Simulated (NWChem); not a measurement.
**the pair ZnH2S···GeF2, step by step**

We compute the energy (singlet ZnGeH2SF2, MP2/STO-3G), then the energy (singlet ZnH2S, MP2/STO-3G), then the energy (singlet GeF2, MP2/STO-3G), then a single-point energy (singlet ZnH2S, MP2/STO-3G), then the energy (singlet GeF2, MP2/STO-3G) of F2GeH2SZn and its partners. 

Program for the calculation: NWChem 7.3.0.

1 further run of the same task is left out (for a known fault of the program).

## (1) The molecule

ZnGeH2SF2 has 7 atoms, charge 0, and is taken as a singlet. The two molecules were placed rigidly side by side, at 1 times their contact distance; the pair isn't optimised.

Bond lengths: S1–Zn2 2.172 Å, F5–Ge6 1.745 Å, Ge6–F7 1.745 Å, S1–H3 1.345 Å, Zn2–H4 1.532 Å. Angles: F5–Ge6–F7 97.2°, S1–Zn2–H4 179.1°, Zn2–S1–H3 92.7°.

## (2) A single-point energy at MP2/STO-3G (run 1)

f2geh2szn.nw reads:

```
start f2geh2szn
memory 2200 mb

geometry units angstroms noautosym nocenter noautoz
 S     -0.092800    -1.453720     0.313980
 Zn    -0.354500     0.578680    -0.406920
 H      1.005200    -1.129730     1.019870
 H     -0.557900     2.004780    -0.926920
 F      2.235630    -3.688080    -0.445350
 Ge     1.866810    -5.389210    -0.325400
 F      2.405370    -5.844180    -1.921460
end

basis spherical bse
 * library STO-3G
end

scf
 thresh 1e-08
 maxiter 80
 print low
end

mp2
 freeze core 21
 tight
end

task mp2 energy
```

Launch:

```
$ nwchem f2geh2szn.nw > f2geh2szn.out
```

What it wrote:

```text
Northwest Computational Chemistry Package (NWChem) 7.3.0
             --------------------------------------------------------

           Job information
           ---------------

    nwchem branch   = 7.3.0
    use scalapack   = T
    input           = f2geh2szn.nw
    prefix          = f2geh2szn.
    data base       = ./f2geh2szn.db
    status          = startup
    nproc           =        1

           Memory information
           ------------------

    heap     =     72089596 doubles =      550.0 Mbytes
    stack    =     72089601 doubles =      550.0 Mbytes
    global   =    144179200 doubles =     1100.0 Mbytes (distinct from heap & stack)
    total    =    288358397 doubles =     2200.0 Mbytes
    verify   = yes
    hardfail = no

           Directory information
           ---------------------

  0 permanent = .
  0 scratch   = .

                                NWChem Input Module
                                -------------------

 Scaling coordinates for geometry "geometry" by  1.889725989
 (inverse scale =  0.529177249)

                             Geometry "geometry" -> ""
                             -------------------------

 Output coordinates in angstroms (scale by  1.889725989 to convert to a.u.)

  No.       Tag          Charge          X              Y              Z
 ---- ---------------- ---------- -------------- -------------- --------------
    1 S                   16.0000    -0.09280000    -1.45372000     0.31398000
    2 Zn                  30.0000    -0.35450000     0.57868000    -0.40692000
    3 H                    1.0000     1.00520000    -1.12973000     1.01987000
    4 H                    1.0000    -0.55790000     2.00478000    -0.92692000
    5 F                    9.0000     2.23563000    -3.68808000    -0.44535000
    6 Ge                  32.0000     1.86681000    -5.38921000    -0.32540000
    7 F                    9.0000     2.40537000    -5.84418000    -1.92146000

      Atomic Mass
      -----------

      S                 31.972070
      Zn                63.929100
      H                  1.007825
      F                 18.998400
      Ge                73.921900

 Effective nuclear repulsion energy (a.u.)     568.8202706468

            Nuclear Dipole moment (a.u.)
            ----------------------------
        X                 Y               Z
 ---------------- ---------------- ----------------
   169.7624381430  -497.5065169518   -73.3309303704

            XYZ format geometry
            -------------------
     7
 geometry
 S                    -0.09280000    -1.45372000     0.31398000
 Zn                   -0.35450000     0.57868000    -0.40692000
 H                     1.00520000    -1.12973000     1.01987000
 H                    -0.55790000     2.00478000    -0.92692000
 F                     2.23563000    -3.68808000    -0.44535000
 Ge                    1.86681000    -5.38921000    -0.32540000
 F                     2.40537000    -5.84418000    -1.92146000

 ==============================================================================
                                internuclear distances
 ------------------------------------------------------------------------------
       center one      |      center two      | atomic units |  angstroms
 ------------------------------------------------------------------------------
    2 Zn               |   1 S                |     4.10503  |     2.17229
    3 H                |   1 S                |     2.54156  |     1.34494
    4 H                |   2 Zn               |     2.89414  |     1.53151
    6 Ge               |   5 F                |     3.29716  |     1.74478
    7 F                |   6 Ge               |     3.29726  |     1.74484
 ------------------------------------------------------------------------------
                         number of included internuclear distances:          5
 ==============================================================================

 ==============================================================================
                                 internuclear angles
 ------------------------------------------------------------------------------
        center 1       |       center 2       |       center 3       |  degrees
 ------------------------------------------------------------------------------
    2 Zn               |   1 S                |   3 H                |    92.70
    1 S                |   2 Zn               |   4 H                |   179.13
    5 F                |   6 Ge               |   7 F                |    97.24
 ------------------------------------------------------------------------------
                            number of included internuclear angles:          3
 ==============================================================================

 Summary of "ao basis" -> "" (spherical)
 ------------------------------------------------------------------------------
       Tag                 Description            Shells   Functions and Types
 ---------------- ------------------------------  ------  ---------------------
 *                           STO-3G                   on all atoms

                      Basis "ao basis" -> "ao basis" (spherical)
                      -----
  [basis functions not shown]

 Summary of "ao basis" -> "ao basis" (spherical)
 ------------------------------------------------------------------------------
       Tag                 Description            Shells   Functions and Types
 ---------------- ------------------------------  ------  ---------------------
 S                           STO-3G                  5        9   3s2p
 Zn                          STO-3G                  8       18   4s3p1d
 H                           STO-3G                  1        1   1s
 F                           STO-3G                  3        5   2s1p
 Ge                          STO-3G                  8       18   4s3p1d

                                 NWChem SCF Module
                                 -----------------

  ao basis        = "ao basis"
  functions       =    57
  atoms           =     7
  closed shells   =    49
  open shells     =     0
  charge          =   0.00
  wavefunction    = RHF
  input vectors   = atomic
  output vectors  = ./f2geh2szn.movecs
  use symmetry    = F
  symmetry adapt  = F

 Forming initial guess at       0.0s

 Starting SCF solution at       0.2s

  ga_iter_lsolve: convergence stagnant ... aborting solve

      Calculation failed to converge
      ------------------------------

       Final RHF  results
       ------------------

         Total SCF energy =  -4399.318367444904
      One-electron energy =  -7293.369861609872
      Two-electron energy =   2325.231223518208
 Nuclear repulsion energy =    568.820270646760

        Time for solution =     51.1s

 ------------------------------------------------------------------------
 mp2 energy failed                                                                                  0
 ------------------------------------------------------------------------
 ------------------------------------------------------------------------
  current input line :
    29: task mp2 energy
 ------------------------------------------------------------------------
 ------------------------------------------------------------------------
 This type of error is most commonly associated with calculations not reaching convergence criteria
 ------------------------------------------------------------------------

0:mp2 energy failed:Received an Error in Communication
  Errorcode: -1
```

Run time: 52 s. Hardware: 1 thread of Intel Xeon Platinum 8488C (Sapphire Rapids), shared host; peak memory 0.097 GiB.

No converged result was reached.

## (3) ZnH2S: a single-point energy at MP2/STO-3G (run 2)

h2szn.nw reads:

```
start h2szn
memory stack 880 mb heap 220 mb global 1100 mb
charge 0

geometry units angstrom noautosym nocenter noautoz
  S     -0.092800    -1.453720     0.313980
  Zn    -0.354500     0.578680    -0.406920
  H      1.005200    -1.129730     1.019870
  H     -0.557900     2.004780    -0.926920
end

basis spherical bse
  S library STO-3G
  Zn library STO-3G
  H library STO-3G
end

scf
  thresh 1e-08
  maxiter 80
  print low
end

mp2
  freeze core 10
  tight
end

task mp2 energy
```

Launch:

```
$ nwchem h2szn.nw > h2szn.out
```

What it wrote:

```text
Northwest Computational Chemistry Package (NWChem) 7.3.0
             --------------------------------------------------------

           Job information
           ---------------

    nwchem branch   = 7.3.0
    use scalapack   = T
    input           = h2szn.nw
    prefix          = h2szn.
    data base       = ./h2szn.db
    status          = startup
    nproc           =        1

           Memory information
           ------------------

    heap     =     28835834 doubles =      220.0 Mbytes
    stack    =    115343359 doubles =      880.0 Mbytes
    global   =    144179200 doubles =     1100.0 Mbytes (distinct from heap & stack)
    total    =    288358393 doubles =     2200.0 Mbytes
    verify   = yes
    hardfail = no

           Directory information
           ---------------------

  0 permanent = .
  0 scratch   = .

                                NWChem Input Module
                                -------------------

 Scaling coordinates for geometry "geometry" by  1.889725989
 (inverse scale =  0.529177249)

                             Geometry "geometry" -> ""
                             -------------------------

 Output coordinates in angstroms (scale by  1.889725989 to convert to a.u.)

  No.       Tag          Charge          X              Y              Z
 ---- ---------------- ---------- -------------- -------------- --------------
    1 S                   16.0000    -0.09280000    -1.45372000     0.31398000
    2 Zn                  30.0000    -0.35450000     0.57868000    -0.40692000
    3 H                    1.0000     1.00520000    -1.12973000     1.01987000
    4 H                    1.0000    -0.55790000     2.00478000    -0.92692000

      Atomic Mass
      -----------

      S                 31.972070
      Zn                63.929100
      H                  1.007825

 Effective nuclear repulsion energy (a.u.)     142.0954669153

            Nuclear Dipole moment (a.u.)
            ----------------------------
        X                 Y               Z
 ---------------- ---------------- ----------------
   -22.0578266017    -9.4941156474   -13.3999902932

            XYZ format geometry
            -------------------
     4
 geometry
 S                    -0.09280000    -1.45372000     0.31398000
 Zn                   -0.35450000     0.57868000    -0.40692000
 H                     1.00520000    -1.12973000     1.01987000
 H                    -0.55790000     2.00478000    -0.92692000

 ==============================================================================
                                internuclear distances
 ------------------------------------------------------------------------------
       center one      |      center two      | atomic units |  angstroms
 ------------------------------------------------------------------------------
    2 Zn               |   1 S                |     4.10503  |     2.17229
    3 H                |   1 S                |     2.54156  |     1.34494
    4 H                |   2 Zn               |     2.89414  |     1.53151
 ------------------------------------------------------------------------------
                         number of included internuclear distances:          3
 ==============================================================================

 ==============================================================================
                                 internuclear angles
 ------------------------------------------------------------------------------
        center 1       |       center 2       |       center 3       |  degrees
 ------------------------------------------------------------------------------
    2 Zn               |   1 S                |   3 H                |    92.70
    1 S                |   2 Zn               |   4 H                |   179.13
 ------------------------------------------------------------------------------
                            number of included internuclear angles:          2
 ==============================================================================

                      Basis "ao basis" -> "" (spherical)
                      -----
  [basis functions not shown]

 Summary of "ao basis" -> "" (spherical)
 ------------------------------------------------------------------------------
       Tag                 Description            Shells   Functions and Types
 ---------------- ------------------------------  ------  ---------------------
 S                           STO-3G                  5        9   3s2p
 Zn                          STO-3G                  8       18   4s3p1d
 H                           STO-3G                  1        1   1s

                                 NWChem SCF Module
                                 -----------------

  ao basis        = "ao basis"
  functions       =    29
  atoms           =     4
  closed shells   =    24
  open shells     =     0
  charge          =   0.00
  wavefunction    = RHF
  input vectors   = atomic
  output vectors  = ./h2szn.movecs
  use symmetry    = F
  symmetry adapt  = F

 Forming initial guess at       0.0s

 Starting SCF solution at       0.1s

  ga_iter_lsolve: convergence stagnant ... aborting solve

      Calculation failed to converge
      ------------------------------

       Final RHF  results
       ------------------

         Total SCF energy =  -2151.498210408496
      One-electron energy =  -3279.780598792489
      Two-electron energy =    986.186921468696
 Nuclear repulsion energy =    142.095466915297

        Time for solution =     11.8s

 ------------------------------------------------------------------------
 mp2 energy failed                                                                                  0
 ------------------------------------------------------------------------
 ------------------------------------------------------------------------
  current input line :
    29: task mp2 energy
 ------------------------------------------------------------------------
 ------------------------------------------------------------------------
 This type of error is most commonly associated with calculations not reaching convergence criteria
 ------------------------------------------------------------------------

0:mp2 energy failed:Received an Error in Communication
  Errorcode: -1
```

Run time: 13 s. Hardware: 1 thread of Intel Xeon Platinum 8488C (Sapphire Rapids), shared host; peak memory 0.098 GiB.

The run stopped without converging.

## (4) GeF2: a single-point energy at MP2/STO-3G (run 3)

job.nw reads:

```
start job
title "F2Ge"
memory 2200 mb

geometry units angstrom noautosym nocenter noautoz
F      2.235630    -3.688080    -0.445350
Ge     1.866810    -5.389210    -0.325400
F      2.405370    -5.844180    -1.921460
end

basis spherical bse
F library STO-3G
Ge library STO-3G
end

scf
thresh 1e-08
maxiter 80
print low
end

mp2
freeze core 11
tight
end

task mp2 energy
```

Launch:

```
$ nwchem job.nw > job.out
```

What it wrote, shortened:

```text
[...]
  functions       =    28
[...]
  wavefunction    = RHF
[...]
         Total SCF energy =  -2247.819613881454
      One-electron energy =  -3542.167322284571
      Two-electron energy =   1103.285024078109
 Nuclear repulsion energy =    191.062684325007
        Time for solution =      1.2s
[...]
          Total MP2 energy         -2247.895179447723
[...]
```

It took 2 s on 1 thread of Intel Xeon Platinum 8488C (Sapphire Rapids), shared host; peak memory 0.098 GiB.

[end of part 1 of 2]
